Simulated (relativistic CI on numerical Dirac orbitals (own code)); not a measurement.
**Fe XXV (Fe²⁴⁺): levels and lines**

Aim: the low levels of Fe²⁴⁺, their labels and the strongest lines; further runs change one setting each.

Program: relativistic CI on numerical Dirac orbitals (own code) version 2. Level of theory: Dirac-Coulomb-Breit CI, KLI orbitals optimised for each configuration, model QED (radiative potential, 1s self-energy scaled to tabulated hydrogen-like ionisation energies). These are calculated values, not measurements, unless marked.

**1. Starting point**

| Quantity | Value |
| --- | --- |
| ion | Fe²⁴⁺ (Fe XXV) |
| nuclear charge | 26 |
| electrons | 2 |
| isotope | A = 56 |
| first configuration typed | 1s2 |

Outer shells as boxes (Hund's rule):

first configuration typed
```
1s [↑↓]
```

**2. Base run**

Input settings:

```ini
atom Fe  Z=26  charge=24  electrons=2
nucleus A=56  rms_radius_fm=3.7377
hamiltonian dirac-coulomb  breit=on  qed=on  c_scale=1
orbitals kli  potential=per-configuration
slater_scale 1
correlation none
mixing on
configurations
  1s2
  1s 2s
  1s 2p
  1s 3s
  1s 3p
  1s 3d
  1s 4s
  1s 4p
  1s 4d
  1s 4f
  1s 5s
  1s 5p
  1s 5d
  1s 5f
  1s 5g
  1s 6s
  1s 6p
  1s 6d
end
```

**3. Without configuration mixing**

Settings: those of step 2 with these lines changed.

```diff
@@ -6,3 +6,3 @@
 correlation none
-mixing on
+mixing off
 configurations
```

**4. Without the Breit term**

Settings: those of step 3 with these lines changed.

```diff
@@ -2,3 +2,3 @@
 nucleus A=56  rms_radius_fm=3.7377
-hamiltonian dirac-coulomb  breit=on  qed=on  c_scale=1
+hamiltonian dirac-coulomb  breit=off  qed=on  c_scale=1
 orbitals kli  potential=per-configuration
@@ -6,3 +6,3 @@
 correlation none
-mixing off
+mixing on
 configurations
```

(Steps that only read results are left out.)

Before running it: what results should come out? Wanted: lowest level; first excitation; lowest level of the other parity; fastest E1 line; ionisation energy.

The runs gave:

| run | time | mean size of shift, levels followed (cm⁻¹) | lowest level | ionisation energy (eV) |
| --- | --- | --- | --- | --- |
| main run | 0.73 s | 0 | 1s2 1S0 | 8826.6 |
| without configuration mixing | 0.72 s | 281 | 1s2 1S0 | - |
| without the Breit term | 0.21 s | 46517 | 1s2 1S0 | 8832.8 |

The tabulated theoretical ionisation energy (NIST) is 8828.19 eV.

| quantity | value |
| --- | --- |
| lowest level | 1s2 1S0 |
| first excitation | 1s 2s 3S1, 6635.17 eV |
| lowest level of the other parity | 1s 2p 3P°0, 6664.21 eV |
| levels in the model | 59 |
| fastest E1 line (by rate) to the lowest level | 0.1851 nm, from 1s 2p 1P°1 |
| ionisation energy | 8826.6 eV |
| ionisation energy, tabulated theoretical (NIST) | 8828.19 eV |

What this shows: 1s2 1S0 comes out lowest; its LS label holds 100 % and its jj label 100 %; over the low levels the means are 95 and 97 %, so both schemes do about equally well. Against the tabulated theoretical ionisation energy the result lies 0.018 % low. The largest mover is «without the Breit term» (46517 cm⁻¹ on average). Lifetimes count radiative decay inside the model alone.
